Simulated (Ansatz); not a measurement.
# C2H4ClSi (SMILES C=C[SiH]Cl): UB3LYP/6-31G(d) (spherical functions)

Aim: the electronic atomisation energy of C2H4ClSi at UB3LYP/6-31G* (spherical functions), from 5 runs. 

The calculation is run with Ansatz 0.2.0.

57 further runs of the same task are left out: 57 set aside as unsound or not needed.

### Step 1. The molecule

C2H4ClSi has 8 atoms, charge 0, and is taken as a doublet. As SMILES, `C=C[SiH]Cl`. Geometry: relaxed at PBE0-D4/def2-TZVP.

Bond lengths: C1–C2 1.335 Å, C2–Si3 1.841 Å, Si3–Cl4 2.059 Å, C1–H5 1.087 Å, C1–H6 1.086 Å, C2–H7 1.088 Å, Si3–H8 1.489 Å. Angles: C1–C2–Si3 122.0°, C2–Si3–Cl4 111.3°, C1–C2–H7 119.1°, Si3–C2–H7 118.7°, C2–C1–H5 121.9°, C2–C1–H6 122.0°, C2–Si3–H8 111.0°, Cl4–Si3–H8 109.0°, H5–C1–H6 116.1°.

### Step 2. The energy at UB3LYP/6-31G(d) (spherical functions)

Input file input.yaml:

```yaml
crystal:
  periodic: [false, false, false]
  atoms:
    - {symbol: C, position_ang: [0.647000, 1.027000, -0.659700]}
    - {symbol: C, position_ang: [0.628500, -0.066700, 0.105400]}
    - {symbol: Si, position_ang: [-0.903600, -0.642600, 0.947100]}
    - {symbol: Cl, position_ang: [-1.031600, -2.697900, 0.941300]}
    - {symbol: H, position_ang: [-0.256900, 1.588200, -0.880600]}
    - {symbol: H, position_ang: [1.563900, 1.404900, -1.102500]}
    - {symbol: H, position_ang: [1.561300, -0.591000, 0.301600]}
    - {symbol: H, position_ang: [-2.116300, -0.079100, 0.291500]}
basis:
  gaussian:
    orbitals: 6-31G_st_-spherical.json
magnetization:
  spin_polarized: true
  initial_magnetization: 1
output: {orbitals: {seedname: orbitals}}
accuracy: high
hamiltonian:
  xc: {name: B3LYP}
```

The basis set 6-31G* is read from a file made from the Basis Set Exchange's data (not shown).

Command:

```sh
$ ansatz run input.yaml --threads 1 --pin off --max-ram 3480MiB --events-out events.jsonl --progress --plain --runs-dir runs
```

What it wrote:

```text
Warning: RAYON_NUM_THREADS=1 ignored (pool sized by the plan → 1); use --threads N
Functional definition: B3LYP
  name "B3LYP"
  parameter a0 = 0.2
  parameter ax = 0.72
  parameter ac = 0.81
  exchange = (1 - a0 - ax)*slater_x + ax*b88_x + a0*exact_x
  correlation = (1 - ac)*vwn_rpa_c + ac*lyp_c
1625 factors; integrals over basis functions are off by at most 3.8e-9 eV
mean field evaluation 1: about -22531.8599 eV, gradient 3.4e1 eV
mean field evaluation 2: about -22514.1148 eV, gradient 5.9e1 eV
mean field evaluation 4: about -22538.3640 eV, gradient 4.6e0 eV
mean field evaluation 8: about -22538.6525 eV, gradient 6.6e-1 eV
mean field evaluation 16: about -22538.6563 eV, gradient 1.4e-3 eV
mean field -22538.65626676 eV, -828.2803405535 hartree, gradient 8.7e-8 eV, S^2 0.755349; 0 other end points of the search recorded, 0 dependent functions left out
reference -22538.65630438 eV, -828.2803419359 hartree; 24, 23 occupied and 48, 49 virtual orbitals, 1625 factors
Total energy: -22538.65630438 eV, -828.2803419359 hartree
```

Wall time 8.4 s (1 thread of Intel Xeon Platinum 8488C (Sapphire Rapids), shared host); peak memory 0.35 GiB.

### Step 3. The C atom, same level

Input file input.yaml:

```yaml
crystal:
  periodic: [false, false, false]
  atoms:
    - symbol: C
      position_ang: [0.000000, 0.000000, 0.000000]
basis:
  gaussian:
    orbitals: 6-31G_st_-spherical.json
magnetization:
  spin_polarized: true
  initial_magnetization: 2
accuracy: high
hamiltonian:
  xc: {name: B3LYP}
```

The basis set 6-31G* is read from a file made from the Basis Set Exchange's data (not shown).

Run the same way, it converges to -37.84469 Eh (log not shown).

### Step 4. The Cl atom at the same level

Input file in.yaml:

```yaml
crystal:
  periodic: [false, false, false]
  atoms:
    - {symbol: Cl, position_ang: [0.000000, 0.000000, 0.000000]}
basis:
  gaussian:
    orbitals: 6-31G_st_-spherical.json
total_charge: 0
magnetization:
  spin_polarized: true
  initial_magnetization: 1
hamiltonian:
  xc: {name: B3LYP}
accuracy: high
```

The basis set 6-31G* is read from a file made from the Basis Set Exchange's data (not shown).

Run the same way, it converges to -460.13279 Eh (log not shown).

### Step 5. The H atom

Input file job.yaml:

```yaml
crystal:
  periodic: [false, false, false]
  atoms:
    - {symbol: H, position_ang: [0.000000, 0.000000, 0.000000]}
basis:
  gaussian: {orbitals: "6-31G*"}
magnetization: {spin_polarized: true, initial_magnetization: 1}
hamiltonian: {xc: {name: B3LYP}}
accuracy: high
```

Command:

```sh
$ ansatz run job.yaml --threads 1 --pin off --max-ram 3480MiB --events-out events.jsonl --progress --plain --runs-dir runs
```

What it wrote, shortened:

```text
Warning: RAYON_NUM_THREADS=1 ignored (pool sized by the plan → 1); use --threads N
[... 7 set-up lines as earlier in the session ...]
3 factors; integrals over basis functions are off by at most 5.4e-10 eV
mean field evaluation 1: about -13.6135 eV, gradient 2.1e-1 eV
mean field evaluation 2: about -13.6127 eV, gradient 2.0e-1 eV
mean field evaluation 4: about -13.6131 eV, gradient 4.2e-7 eV
mean field evaluation 8: about -13.6131 eV, gradient 8.0e-10 eV
mean field -13.61309805 eV, -0.5002721262 hartree, gradient 8.6e-9 eV, S^2 0.750000; 0 other end points of the search recorded, 0 dependent functions left out
reference -13.61311596 eV, -0.5002727842 hartree; 1, 0 occupied and 1, 2 virtual orbitals, 3 factors
Total energy: -13.61311596 eV, -0.5002727842 hartree
```

Run time: 0.1 s. Hardware: 1 thread of Intel Xeon Platinum 8488C (Sapphire Rapids), shared host.

### Step 6. The Si atom, same level

Input file job.yaml:

```yaml
crystal:
  periodic: [false, false, false]
  atoms:
    - {symbol: Si, position_ang: [0.000000, 0.000000, 0.000000]}
basis:
  gaussian:
    orbitals: 6-31G_st_-spherical.json
accuracy: high
hamiltonian:
  xc: {name: B3LYP}
magnetization:
  spin_polarized: true
  initial_magnetization: 2
```

The basis set 6-31G* is read from a file made from the Basis Set Exchange's data (not shown).

Run the same way, it converges to -289.36979 Eh (log not shown).

### Step 7. Summary of results

Level: UB3LYP/6-31G* (spherical functions).

| quantity | value |
| --- | --- |
| molecule: total energy | -828.28034 Eh |
| molecule: HOMO energy (highest over α and β) | -5.64 eV |
| molecule: LUMO energy (lowest over α and β) | -2.84 eV |
| molecule: ⟨S²⟩ | 0.755 |
| C atom: total energy | -37.84469 Eh |
| C atom: ⟨S²⟩ | 2.002 |
| Cl atom: total energy | -460.13279 Eh |
| Cl atom: ⟨S²⟩ | 0.752 |
| H atom: total energy | -0.50027 Eh |
| H atom: ⟨S²⟩ | 0.750 |
| Si atom: total energy | -289.36979 Eh |
| Si atom: ⟨S²⟩ | 2.002 |
| electronic atomisation energy | 29.586 eV |

**Reading.** Taking the molecule apart into free atoms costs 29.59 eV (682 kcal/mol), before zero-point energy and without spin-orbit coupling.
